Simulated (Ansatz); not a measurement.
# Phosphorus, omega (AlB2-type) under r²SCAN: structure, energy and stiffness

Aim: take phosphorus in the omega (AlB2-type) structure, relax it, solve it on a dense k-mesh, then scale the cell to 7 volumes from 88 to 112 % of the relaxed one and try a fit of the equation of state. Spin polarisation is left out. The k-meshes are 8×8×12 for the relaxation; 11×11×17 for the dense run; 9×9×14 for the volumes.

Method: DFT r2SCAN, plane waves (500 eV) with PAW, scalar-relativistic; PBE-made PAW files, in Ansatz 0.2.0.

## (1) Starting point

The structure is hexagonal, space group P6/mmm (No. 191). The conventional cell has a = 4.414 Å, b = 4.414 Å, c = 2.706 Å, α = 90.00°, β = 90.00°, γ = 120.00°. P (site symmetry 6/mmm) is surrounded by 14 P at 2.71 to 2.89 Å. Around P (site symmetry -6m2) lie 11 P at 2.55 to 2.89 Å.

Structure file:

```
CELL_PARAMETERS angstrom
4.41442 0.00000 0.00000
-2.20721 3.82300 0.00000
0.00000 0.00000 2.70604
ATOMIC_POSITIONS crystal
P 0.00000 0.00000 0.00000
P 0.33333 0.66667 0.50000
P 0.66667 0.33333 0.50000
```

## (2) Relaxation of the cell

input.yaml reads:

```yaml
crystal:
  lattice:
    - [4.4144220315, 0.0, 0.0]
    - [-2.2072110158, 3.8230016223, 0.0]
    - [0.0, 0.0, 2.7060407053]
  atoms:
    - { symbol: P, position: [0.0, 0.0, 0.0] }
    - { symbol: P, position: [0.3333333333, 0.6666666667, 0.5] }
    - { symbol: P, position: [0.6666666667, 0.3333333333, 0.5] }
hamiltonian:
  xc: r2scan
  pseudopotentials:
    kind: paw
    azcp:
      P: "pseudopotentials/P.paw.azcp"
basis:
  ecutwfc: 500
  fft_grid_basis: typed
kpoints:
  mp_grid: { grid: [8, 8, 12], shift: [0, 0, 0] }
magnetization:
  spin_polarized: false
scf:
  occupations: { method: fermi_dirac, width: 0.1 }
relax:
  max_steps: 60
  f_tol: 0.01
  cell: {}
output:
  write_density: true
  write_potential: true
  elf: true
  volumetric_format: npy
```

Run with:

```console
$ ansatz run input.yaml --threads 1 --pin off --max-ram 3584MiB --backend cpu --events-out ev --progress --plain --runs-dir out
```

The runs that follow: Single point on a dense mesh; Equation of state: 88 %; Equation of state: 92 %; Equation of state: 96 %; Equation of state: 100 %; Equation of state: 104 %; Equation of state: 108 %; Equation of state: 112 %.

What does the calculation give? Wanted: space group; conventional cell; volume; shortest distance; gap on the mesh; relative to black phosphorus; V₀, B₀, B₀′.

**Answer**, as computed:

| quantity | value |
| --- | --- |
| space group (spins left aside) | P6/mmm (No. 191) |
| conventional cell | a = 4.475 Å, c = 2.499 Å (c/a = 0.558) |
| volume | 14.450 Å³/atom |
| shortest distance | 2.499 Å |
| gap on the mesh | none (levels filled in part) |
| relative to black phosphorus | +901 meV/atom |
| V₀, B₀, B₀′ | 14.442 Å³/atom, 96 GPa, 3.6 |

**Reading.** The relaxation shrank the cell by 5.1 % in volume. Against the reference form of phosphorus (black phosphorus, computed apart with the same settings) it stands 901 meV/atom higher, so it is far from stable. Levels at the Fermi energy are filled in part, as in a metal. B₀ comes out at 96 GPa; letting shape and positions relax at each volume could only lower it. The symmetry was held, so the structure may be unstable against distortions that break it.
